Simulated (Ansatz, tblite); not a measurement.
**[ReO4]-: a ladder of methods and basis sets**

The task here is to estimate one member of a computed series from the others.

Method: as each input shows; program: Ansatz 0.2.0, Gaussian basis.

Levels to be run: GFN1-xTB, GFN2-xTB, PBE-D4/def2-TZVPD, r2SCAN-D4/def2-TZVPD, CAM-B3LYP-D4/def2-TZVPD, PBE-QIDH/def2-TZVPD, r2SCAN0-D4/def2-TZVPD, B2PLYP/def2-TZVPD, B3LYP-D4/def2-TZVPD, HF/def2-TZVPD, LDA/def2-TZVPD, LC-ωPBE(0.10)/def2-TZVPD, LC-ωPBE(0.15)/def2-TZVPD, LC-ωPBE(0.20)/def2-TZVPD, LC-ωPBE(0.30)/def2-TZVPD, PBE-D4/def2-SVPD, PBE0-D4/def2-SVPD, CCSD(T)/def2-TZVPD, RPA/def2-TZVPD.

## The geometry

The geometry is that of the singlet, from an earlier relaxation (PBE0-D4/def2-SVPD).

5 atoms, charge -1, spin multiplicity 1.

Bond lengths: Re1–O2 1.732 Å, Re1–O3 1.732 Å, Re1–O4 1.732 Å, Re1–O5 1.732 Å. Angles: O2–Re1–O3 109.5°, O2–Re1–O4 109.5°, O2–Re1–O5 109.5°, O3–Re1–O4 109.5°, O3–Re1–O5 109.5°, O4–Re1–O5 109.5°.

Formally the metal is d0. Re takes a core potential in the def2 sets. No spin-orbit coupling is included. The ion is computed in the gas phase, without counter-ions or solvent.

PBE0-D4/def2-TZVPD was run before; its log isn't repeated, and its numbers join the tables.

Set-up of the first run:

Tight binding, by tblite at 300 K electronic temperature and without a spin-polarisation term:

```python
tblite.interface.Calculator('GFN1-xTB', numbers, positions, charge=-1, uhf=0).singlepoint()
```

Tight binding, by tblite at 300 K electronic temperature and without a spin-polarisation term:

```python
tblite.interface.Calculator('GFN2-xTB', numbers, positions, charge=-1, uhf=0).singlepoint()
```

start.molden holds the orbitals of an earlier run on this state, given as this run's starting guess.

in.yaml

```yaml
crystal:
  periodic: [false, false, false]
  atoms:
    - {symbol: Re, position_ang: [-0.000002, 0.000002, 0.000002]}
    - {symbol: O, position_ang: [0.010486, -0.017837, 1.731600]}
    - {symbol: O, position_ang: [1.629151, 0.010395, -0.587042]}
    - {symbol: O, position_ang: [-0.823587, 1.417590, -0.557687]}
    - {symbol: O, position_ang: [-0.816057, -1.410140, -0.586864]}
basis:
  gaussian: {orbitals: def2-TZVPD, initial_orbitals: start.molden}
total_charge: -1
hamiltonian: {xc: pbe, dispersion: d4}
scf: {omitted_lower_state_checks: [starts]}
output: {orbitals: {seedname: orbitals}}
```

Launch:

```bash
$ ansatz run in.yaml --threads 4 --pin off --events-out ev --progress --plain --max-ram 3916MiB
```

Among the steps run: PBE-D4/def2-TZVPD; r2SCAN-D4/def2-TZVPD; CAM-B3LYP-D4/def2-TZVPD; PBE-QIDH/def2-TZVPD; r2SCAN0-D4/def2-TZVPD; B2PLYP/def2-TZVPD; B3LYP-D4/def2-TZVPD; HF/def2-TZVPD; LDA/def2-TZVPD; LC-ωPBE(0.10)/def2-TZVPD; LC-ωPBE(0.15)/def2-TZVPD; LC-ωPBE(0.20)/def2-TZVPD; LC-ωPBE(0.30)/def2-TZVPD; PBE-D4/def2-SVPD; PBE0-D4/def2-SVPD; CCSD(T)/def2-TZVPD; RPA/def2-TZVPD.

One table of the session follows, with a row left open; its other results are not shown here.

| level | HOMO (eV) | LUMO (eV) | gap (eV) |
| --- | --- | --- | --- |
| HF/def2-TZVPD | -7.73 | 5.03 | 12.76 |
| LDA/def2-TZVPD | -2.52 | 2.49 | 5.01 |
| PBE-D4/def2-SVPD | -2.36 | 2.57 | 4.93 |
| PBE-D4/def2-TZVPD | -2.26 | 2.72 | 4.98 |
| r2SCAN-D4/def2-TZVPD | -2.59 | 2.78 | 5.37 |
| B3LYP-D4/def2-TZVPD | -3.57 | 3.15 | 6.72 |
| PBE0-D4/def2-SVPD | ? | ? | ? |
| PBE0-D4/def2-TZVPD | -3.80 | 3.41 | 7.21 |
| r2SCAN0-D4/def2-TZVPD | -4.05 | 3.44 | 7.50 |
| CAM-B3LYP-D4/def2-TZVPD | -5.25 | 4.30 | 9.56 |
| LC-ωPBE(0.10)/def2-TZVPD | -3.74 | 4.10 | 7.85 |
| LC-ωPBE(0.15)/def2-TZVPD | -4.38 | 4.61 | 8.99 |
| LC-ωPBE(0.20)/def2-TZVPD | -4.93 | 4.87 | 9.80 |
| LC-ωPBE(0.30)/def2-TZVPD | -5.82 | 4.99 | 10.82 |

Q: Estimate the row for PBE0-D4/def2-SVPD from the others.

The run gave: HOMO (eV): -3.93; LUMO (eV): 3.23; gap (eV): 7.16. In the column «HOMO (eV)» it lies between r2SCAN0-D4/def2-TZVPD (-4.05) and PBE0-D4/def2-TZVPD (-3.80).
